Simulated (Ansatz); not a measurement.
**CH7AlGeSi: small, medium and large basis sets**

How large a basis does CH7AlGeSi need? Two functionals are run in growing sets.

Program: Ansatz 0.2.0, Gaussian basis. Level of theory: one geometry, several basis sets. These are calculated values, not measurements.

Levels to be run: PBE0-D4/def2-SVP; ωB97M-V/def2-SVP; PBE0-D4/def2-QZVPP; ωB97M-V/def2-QZVPP; the functionals' def2-TZVPP values are taken from earlier runs.

**1. The geometry**

All runs share one geometry, relaxed beforehand with PBE0-D4 in a triple-zeta def2 set.

SMILES `[CH2]1[AlH][GeH2][SiH2]1`, 11 atoms, charge 0, spin multiplicity 1.

Atoms are counted from 1 here; the program's logs count them from 0.

Bond lengths: C1–Al2 1.969 Å, C1–Si4 1.889 Å, C1–H5 1.101 Å, C1–H6 1.091 Å, Al2–Ge3 2.475 Å, Al2–H7 1.589 Å, Ge3–Si4 2.406 Å, Ge3–H8 1.536 Å, Ge3–H9 1.542 Å, Si4–H10 1.492 Å, Si4–H11 1.490 Å. Angles: Al2–C1–Si4 96.7°, Al2–C1–H5 105.7°, Al2–C1–H6 121.3°, Si4–C1–H5 107.2°, Si4–C1–H6 117.1°, H5–C1–H6 107.5°, C1–Al2–Ge3 89.7°, C1–Al2–H7 129.7°, Ge3–Al2–H7 140.1°, Al2–Ge3–Si4 72.4°, Al2–Ge3–H8 126.1°, Al2–Ge3–H9 114.7°, Si4–Ge3–H8 119.3°, Si4–Ge3–H9 111.9°, H8–Ge3–H9 108.3°, C1–Si4–Ge3 93.7°, C1–Si4–H10 109.7°, C1–Si4–H11 115.6° and more.

**2. PBE0-D4 in def2-SVP**

in.yaml reads:

```yaml
crystal:
  periodic: [false, false, false]
  atoms:
    - {symbol: C, position_ang: [-0.279461, 1.274506, -0.579519]}
    - {symbol: Al, position_ang: [1.234180, 0.926058, 0.631314]}
    - {symbol: Ge, position_ang: [0.295734, -1.308033, 1.137111]}
    - {symbol: Si, position_ang: [-0.729761, -0.532628, -0.896088]}
    - {symbol: H, position_ang: [-1.073892, 1.702328, 0.051867]}
    - {symbol: H, position_ang: [-0.170906, 1.919333, -1.452806]}
    - {symbol: H, position_ang: [2.545947, 1.784762, 0.890761]}
    - {symbol: H, position_ang: [1.066982, -2.636162, 1.129926]}
    - {symbol: H, position_ang: [-0.704743, -1.336358, 2.309975]}
    - {symbol: H, position_ang: [0.055051, -1.049771, -2.054564]}
    - {symbol: H, position_ang: [-2.173733, -0.801135, -1.147278]}
basis:
  gaussian: {orbitals: def2-SVP}
hamiltonian: {xc: pbe0, dispersion: d4}
output: {orbitals: {seedname: orbitals}}
```

Further steps of the session: ωB97M-V in def2-SVP; PBE0-D4 in def2-QZVPP; ωB97M-V in def2-QZVPP.

Before running them: what should the planned runs give, taken together? Wanted: PBE0-D4: double and triple zeta above quadruple; ωB97M-V: double and triple zeta above quadruple.

As calculated:

| quantity | value |
| --- | --- |
| PBE0-D4: double and triple zeta above quadruple | 15.15, 1.75 eV |
| ωB97M-V: double and triple zeta above quadruple | 15.15, 1.69 eV |

What this shows: PBE0-D4 gains 13.40 eV from double to triple zeta, then 1.75 eV more. Total energies overstate the basis error of differences, where much of it tends to cancel.
